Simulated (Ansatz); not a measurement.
# Al6Cl: the cost of one run

Program: Ansatz 0.2.0. Level of theory: DFT PBE, scalar-relativistic, plane waves, PAW. These are calculated values, not measurements.

19 further runs of the same task are left out: 19 set aside as unsound or not needed. Runs told in other sessions of the task aren't counted.

## 1. The structure to begin with

The structure is orthorhombic, space group Pmm2 (No. 25). Conventional cell: a = 5.714 Å, b = 5.714 Å, c = 22.175 Å, α = 90.00°, β = 90.00°, γ = 90.00°. Al (site symmetry 1) has 8 Al at 2.86 to 2.90 Å in its first shell of neighbours. Al (site symmetry mm2) has 12 Al at 2.86 to 2.91 Å in its first shell of neighbours. Al (site symmetry 1) is surrounded by 1 Cl at 2.08 Å. Cl (site symmetry m) has 1 Cl at 1.90 Å and 2 Al at 2.08 Å in its first shell of neighbours.

Structure file:

```cif
data_structure
_symmetry_space_group_name_H-M 'P 1'
_symmetry_Int_Tables_number 1
_cell_length_a 5.7135
_cell_length_b 5.7135
_cell_length_c 22.1747
_cell_angle_alpha 90.000
_cell_angle_beta 90.000
_cell_angle_gamma 90.000
_cell_volume 723.88
loop_
_atom_site_label
_atom_site_type_symbol
_atom_site_fract_x
_atom_site_fract_y
_atom_site_fract_z
_atom_site_occupancy
Al1 Al 0.25000 0.25000 0.18039 1
Al2 Al 0.25000 0.75000 0.18039 1
Al3 Al 0.75000 0.25000 0.18039 1
Al4 Al 0.75000 0.75000 0.18039 1
Al5 Al 0.00000 0.00000 0.27441 1
Al6 Al 0.00000 0.50000 0.27441 1
Al7 Al 0.50000 0.00000 0.27441 1
Al8 Al 0.50000 0.50000 0.27441 1
Al9 Al 0.25000 0.25000 0.36865 1
Al10 Al 0.25000 0.75000 0.36865 1
Al11 Al 0.75000 0.25000 0.36865 1
Al12 Al 0.75000 0.75000 0.36865 1
Cl1 Cl 0.00000 0.83373 0.43359 1
Cl2 Cl 0.00000 0.16627 0.43359 1
```

This is the geometry of the first run shown, built on a cell relaxed beforehand with the same method.

## 2. The scan

Atoms count from 1 in the order of the input.

Cl2 lies flat over one site of a rigid substrate while its bond length and height are varied.

First coordinate, distance Cl13-Cl14: 8 values from 1.900 to 3.542 Å. Second coordinate, height of the Cl2 axis above the plane of Al9: 8 values from 0.80 to 3.60 Å.

Nothing else is relaxed. Points are written as (first, second).

## 3. Point (1.900 Å, 1.44 Å)

A dipole layer in the vacuum cancels the field that periodic copies would set up if the slab's two faces differ.

input.yaml

```yaml
crystal:
  lattice:
    - [5.7135165837, 0.0, 0.0]
    - [0.0, 5.7135165837, 0.0]
    - [0.0, 0.0, 22.1746954317]
  atoms:
    - { symbol: Al, position: [0.25, 0.25, 0.1803857921] }
    - { symbol: Al, position: [0.25, 0.75, 0.1803857921] }
    - { symbol: Al, position: [0.75, 0.25, 0.1803857921] }
    - { symbol: Al, position: [0.75, 0.75, 0.1803857921] }
    - { symbol: Al, position: [0.0, 0.0, 0.2744050922] }
    - { symbol: Al, position: [0.0, 0.5, 0.2744050922] }
    - { symbol: Al, position: [0.5, 0.0, 0.2744050922] }
    - { symbol: Al, position: [0.5, 0.5, 0.2744050922] }
    - { symbol: Al, position: [0.25, 0.25, 0.3686497277] }
    - { symbol: Al, position: [0.25, 0.75, 0.3686497277] }
    - { symbol: Al, position: [0.75, 0.25, 0.3686497277] }
    - { symbol: Al, position: [0.75, 0.75, 0.3686497277] }
    - { symbol: Cl, position: [0.0, -0.1662723799, 0.4335886128] }
    - { symbol: Cl, position: [0.0, 0.1662723799, 0.4335886128] }
basis:
  ecutwfc: 420
kpoints:
  mp_grid: { grid: [5, 5, 1] }
hamiltonian:
  xc: pbe
  pseudopotentials: { kind: paw, azcp: { folder: soft_1 } }
scf:
  occupations: { method: gaussian, width: 0.1 }
output:
  forces: true
  eigenvalues: true
efield:
  axis: 3
  dipole_correction: true
  ramp_width: 0.04
```

Launch:

```bash
$ ansatz run input.yaml --threads 1 --pin off --max-ram 3072MiB --backend cpu --events-out ev --progress --plain --runs-dir out
```

Q: Estimate wall time and peak memory on 1 thread of Arm Neoverse V1, shared host.

About 33 s, with a peak of 0.66 GiB.
